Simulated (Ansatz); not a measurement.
# Hf: the cost of one run

Computed with Ansatz 0.2.0 (DFT PBEsol, scalar-relativistic, unless a step's input says otherwise).

## Step 1: Starting point

Symmetry: Im-3m, No. 229, cubic system. Conventional cell: a = 3.610 Å, b = 3.610 Å, c = 3.610 Å, α = 90.00°, β = 90.00°, γ = 90.00°. Hf (site symmetry m-3m) has 8 Hf at 3.13 Å as nearest neighbours.

As a file:

```
Hf
1.0
    -1.80500    1.80500    1.80500
     1.80500   -1.80500    1.80500
     1.80500    1.80500   -1.80500
Hf
1
Cartesian
  0.0000 0.0000 0.0000
```

## Step 2: The deformed structure

Space group Im-3m before, R-3m after.

## Step 3: LAPW, all electrons

input.yaml

```yaml
crystal:
  lattice:
    - [-1.82305, 1.805, 1.805]
    - [1.805, -1.82305, 1.805]
    - [1.805, 1.805, -1.82305]
  atoms:
    - { symbol: Hf, position: [0.0, 0.0, 0.0] }
kpoints:
  mp_grid: { grid: [14, 14, 14] }
  band_path:
    path:
      - [0.0, 0.0, 0.0]
      - [0.0, 0.0, 0.5]
      - [-0.5, 0.5, 0.5]
      - [-0.7524689983, 0.2475310017, 0.2475310017]
      - [0.2475310017, 0.2475310017, 0.2475310017]
      - [0.0, 0.0, 0.0]
      - [-0.5, 0.0, 0.5]
    npoints: 5
scf:
  occupations: { method: fermi_dirac, width: 0.05 }
hamiltonian:
  xc: pbesol
  pseudopotentials: { kind: all_electron, lapw: { basis_error: 0.0005 } }
output:
  forces: true
  stress: true
  eigenvalues: true
```

Started as:

```console
> ansatz run input.yaml --threads 1 --pin off --max-ram 3072MiB --backend cpu --events-out ev --progress --plain --runs-dir out
```

**Question.** How long does this run take on 1 thread of Intel Xeon 6975P-C (Granite Rapids), shared host, and how much memory does it need?

About 18 s, with a peak of 0.53 GiB.
